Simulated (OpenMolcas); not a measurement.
# quartet SnH3O2: levels of theory compared

Wanted: a comparison of 6 runs (UHF/STO-3G, U-r2SCAN/def2-SVPD, U-revPBE/def2-SVPD, UM06-L/def2-SVPD, UPBE/def2-SVPD, UTPSS/def2-SVPD) of quartet SnH3O2. 

The results are computed with OpenMolcas 26.06.

3 further runs of the same task are left out: 3 set aside as unsound or not needed.

**1. The system as given**

SnH3O2 has 6 atoms, charge 0, and is taken as a quartet. SMILES of the parent species: `[OH][SnH][OH]`. Geometry: relaxed at PBE0-D4/def2-TZVP. This is one conformer, not always the lowest. That shape belongs to the parent species and isn't relaxed for this state.

Bond lengths: O1–Sn2 1.978 Å, Sn2–O3 1.963 Å, O1–H4 0.960 Å, Sn2–H5 1.748 Å, O3–H6 0.962 Å. Angles: O1–Sn2–O3 99.7°, O1–Sn2–H5 110.6°, O3–Sn2–H5 104.3°, Sn2–O1–H4 115.0°, Sn2–O3–H6 112.0°.

**2. The energy at UHF/STO-3G (run 1)**

mol.input reads:

```
>>> EXPORT MOLCAS_PRINT=2

&GATEWAY
  BASLIB
  $CurrDir
  BASISSET
  O.STO-3G....
  O1 -1.248300 -0.684700 -0.233400 angstrom
  O3 1.413900 -0.038300 1.016700 angstrom
  End of Basis
  BASISSET
  Sn.STO-3G....
  Sn2 0.417000 0.302500 -0.639600 angstrom
  End of Basis
  BASISSET
  H.STO-3G....
  H4 -1.852000 -0.783400 -0.973600 angstrom
  H5 0.128600 2.026100 -0.624300 angstrom
  H6 1.182700 -0.886000 1.408100 angstrom
  End of Basis

&SEWARD

&SCF
  UHF
  SPIN
  4
  THRESHOLDS
  1e-10 1e-07 1e-07 1e-05
  PRORBITALS
  1 1
```

The basis set STO-3G is read from a file made from the Basis Set Exchange's data (not shown).

Launch:

```bash
$ export MOLCAS_MEM=1860
$ pymolcas mol.input > mol.log
```

Log:

```text
--- Start Module: gateway ---
[...]
--- Stop Module: gateway /rc=_RC_ALL_IS_WELL_ ---
--- Start Module: seward ---
[...]
      Basis functions           40
--- Stop Module: seward /rc=_RC_ALL_IS_WELL_ ---
--- Start Module: scf ---
[...]
       Convergence after  28 Iterations
[...]
::    Total SCF energy                              -6112.4575518260
[...]
      Total spin, S                                     1.5025867293
[...]
      Total electronic charge=   69.000000
      Total            charge=   -0.000000
[...]
      Dipole Moment (debye):
      Origin of the operator (angstrom)=    0.3363    0.1618   -0.4154
                   X= -3.4879E+00               Y= -2.8994E+00               Z= -2.3629E+00           Total=  5.1142E+00
      Quadrupole Moment (debye*angstrom):
[...]
--- Stop Module: scf /rc=_RC_ALL_IS_WELL_ ---
[...]
```

Run time: 2.6 s. Hardware: 1 thread of Arm Neoverse V1, shared host; peak memory 0.37 GiB.

**3. The energy at U-r2SCAN/def2-SVPD (core potential) (run 2)**

calc.input reads:

```
* H3O2Sn Kohn-Sham DFT

&GATEWAY
  BasLib = $CurrDir
  Coord
  6
  bohr
  O     -2.35894512    -1.29389548    -0.44106208
  Sn     0.78801579     0.57164215    -1.20866883
  O      2.67188377    -0.07237651     1.92128455
  H     -3.49977278    -1.48041145    -1.83983735
  H      0.24301878     3.82877410    -1.17975602
  H      2.23497909    -1.67429735     2.66092336
  Basis = def2-SVPD
  Group = NoSym

&SEWARD
  GridInput
  Grid=UltraFine
  End of Grid

&SCF
  UHF
  Spin = 4
  KSDFT = 2
  1.0 MGGA_X_R2SCAN
  1.0 MGGA_C_R2SCAN
  Thresholds = 1e-10 1e-07 1e-07 1e-05
  PrOrbitals = 1 1
```

The basis set def2-SVPD is read from a file made from the Basis Set Exchange's data (not shown).

Launch:

```bash
$ export MOLCAS_MEM=1860
$ pymolcas calc.input > calc.log
```

Log:

```text
--- Start Module: gateway ---
[...]
--- Stop Module: gateway /rc=_RC_ALL_IS_WELL_ ---
--- Start Module: seward ---
[...]
      Basis functions          102
--- Stop Module: seward /rc=_RC_ALL_IS_WELL_ ---
[...]
--- Start Module: scf ---
[...]
       Convergence after  32 Iterations
[...]
::    Total KS-DFT energy                            -366.2178298376
[...]
      Total spin, S                                     1.5031313989
[...]
      Total electronic charge=   41.000000
      Total            charge=   -0.000000
[...]
      Dipole Moment (debye):
      Origin of the operator (angstrom)=    0.3363    0.1618   -0.4154
                   X= -3.9831E-01               Y= -1.5223E+00               Z=  7.8325E-01           Total=  1.7577E+00
      Quadrupole Moment (debye*angstrom):
[...]
--- Stop Module: scf /rc=_RC_ALL_IS_WELL_ ---
[...]
```

Wall time 2.4 min (1 thread of Arm Neoverse V1, shared host); peak memory 0.57 GiB.

Run 3 isn't shown in full; the table further down has it.

**4. The energy at UM06-L/def2-SVPD (core potential) (run 4)**

calc.input reads:

```
* H3O2Sn Kohn-Sham DFT

&GATEWAY
 BASLIB=$CurrDir
 COORD
 6
 bohr
 O     -2.35894512    -1.29389548    -0.44106208
 Sn     0.78801579     0.57164215    -1.20866883
 O      2.67188377    -0.07237651     1.92128455
 H     -3.49977278    -1.48041145    -1.83983735
 H      0.24301878     3.82877410    -1.17975602
 H      2.23497909    -1.67429735     2.66092336
 BASIS=def2-SVPD
 GROUP=NoSym

&SEWARD
 GRIDINPUT
 Grid=UltraFine
 End of Grid

&SCF
 UHF
 SPIN=4
 KSDFT=M06L
 THRESHOLDS=1e-10 1e-07 1e-07 1e-05
 PRORBITALS=1 2
```

The basis set def2-SVPD is read from a file made from the Basis Set Exchange's data (not shown).

Launch:

```bash
$ export MOLCAS_MEM=1860
$ pymolcas calc.input > calc.log
```

Log:

```text
--- Start Module: gateway ---
[...]
--- Stop Module: gateway /rc=_RC_ALL_IS_WELL_ ---
--- Start Module: seward ---
[...]
      Basis functions          102
--- Stop Module: seward /rc=_RC_ALL_IS_WELL_ ---
[...]
--- Start Module: scf ---
[...]
       Convergence after  38 Iterations
[...]
::    Total KS-DFT energy                            -366.3346263435
[...]
      Total spin, S                                     1.5026028602
[...]
      Total electronic charge=   41.000000
      Total            charge=   -0.000000
[...]
      Dipole Moment (debye):
      Origin of the operator (angstrom)=    0.3363    0.1618   -0.4154
                   X= -5.1463E-01               Y= -1.7447E+00               Z=  1.2317E+00           Total=  2.1968E+00
      Quadrupole Moment (debye*angstrom):
[...]
--- Stop Module: scf /rc=_RC_ALL_IS_WELL_ ---
[...]
```

Wall time 2.8 min (1 thread of Arm Neoverse V1, shared host); peak memory 0.57 GiB.

Run 5 isn't shown in full; the table further down has it.

**5. The energy at UTPSS/def2-SVPD (core potential) (run 6)**

struct.xyz reads:

```xyz
6

O     -1.248300    -0.684700    -0.233400
Sn     0.417000     0.302500    -0.639600
O      1.413900    -0.038300     1.016700
H     -1.852000    -0.783400    -0.973600
H      0.128600     2.026100    -0.624300
H      1.182700    -0.886000     1.408100
```

calc.input reads:

```
&gateway
  baslib=$CurrDir
  coord=struct.xyz
  basis=def2-SVPD
  group=NoSym

&seward
  gridinput
  Grid=UltraFine
  End of Grid

&scf
  uhf
  spin=4
  ksdft=2
  1.0 MGGA_X_TPSS
  1.0 MGGA_C_TPSS
  thresholds=1e-10 1e-07 1e-07 1e-05
  prorbitals=1 1
```

The basis set def2-SVPD is read from a file made from the Basis Set Exchange's data (not shown).

Launch:

```bash
$ export MOLCAS_MEM=1860
$ pymolcas calc.input > calc.log
```

Log:

```text
--- Start Module: gateway ---
[...]
--- Stop Module: gateway /rc=_RC_ALL_IS_WELL_ ---
--- Start Module: seward ---
[...]
      Basis functions          102
--- Stop Module: seward /rc=_RC_ALL_IS_WELL_ ---
[...]
--- Start Module: scf ---
[...]
       Convergence after  38 Iterations
[...]
::    Total KS-DFT energy                            -366.1461134482
[...]
      Total spin, S                                     1.5021075072
[...]
      Total electronic charge=   41.000000
      Total            charge=   -0.000000
[...]
      Dipole Moment (debye):
      Origin of the operator (angstrom)=    0.3363    0.1618   -0.4154
                   X= -3.2255E-01               Y= -1.5327E+00               Z=  9.4742E-01           Total=  1.8305E+00
      Quadrupole Moment (debye*angstrom):
[...]
--- Stop Module: scf /rc=_RC_ALL_IS_WELL_ ---
[...]
```

Wall time 2.9 min (1 thread of Arm Neoverse V1, shared host); peak memory 0.57 GiB.

**6. All runs side by side**

| run | level | integration grid | energy (Eh) | dipole moment (D) | HOMO energy (eV) | ⟨S²⟩ | wall time |
| --- | --- | --- | --- | --- | --- | --- | --- |
| 1 | UHF/STO-3G | – | -6112.457552 | 5.11 | 0.44 | 3.760 | 2.6 s |
| 2 | U-r2SCAN/def2-SVPD (core potential) | UltraFine | -366.217830 | 1.76 | -2.26 | 3.763 | 2.4 min |
| 3 | U-revPBE/def2-SVPD (core potential) | UltraFine | -366.218898 | 1.72 | -2.02 | 3.756 | 2.1 min |
| 4 | UM06-L/def2-SVPD (core potential) | UltraFine | -366.334626 | 2.20 | -1.78 | 3.760 | 2.8 min |
| 5 | UPBE/def2-SVPD (core potential) | UltraFine | -366.058183 | 1.61 | -2.07 | 3.755 | 2.1 min |
| 6 | UTPSS/def2-SVPD (core potential) | UltraFine | -366.146113 | 1.83 | -2.04 | 3.758 | 2.9 min |

**7. Results**

| quantity | value |
| --- | --- |
| run 6: total energy | -366.14611 Eh |
| run 6: dipole moment | 1.83 D |
| run 6: HOMO energy (highest over α and β) | -2.04 eV |
| run 6: ⟨S²⟩ | 3.758 |

**Reading.** The dipole moment (its size) runs from 1.61 D (UPBE/def2-SVPD) to 5.11 D (UHF/STO-3G). The two ends differ in method and basis and core potential. Totals of different functionals can't be ranked against each other. Some runs of one species differ in core potentials or relativity; totals across that change don't compare. In run 1 the basis is minimal, so the values are rough. In run 1 relativity is left out where basis or elements ask for it. All runs together took 12 min, the longest 2.9 min.
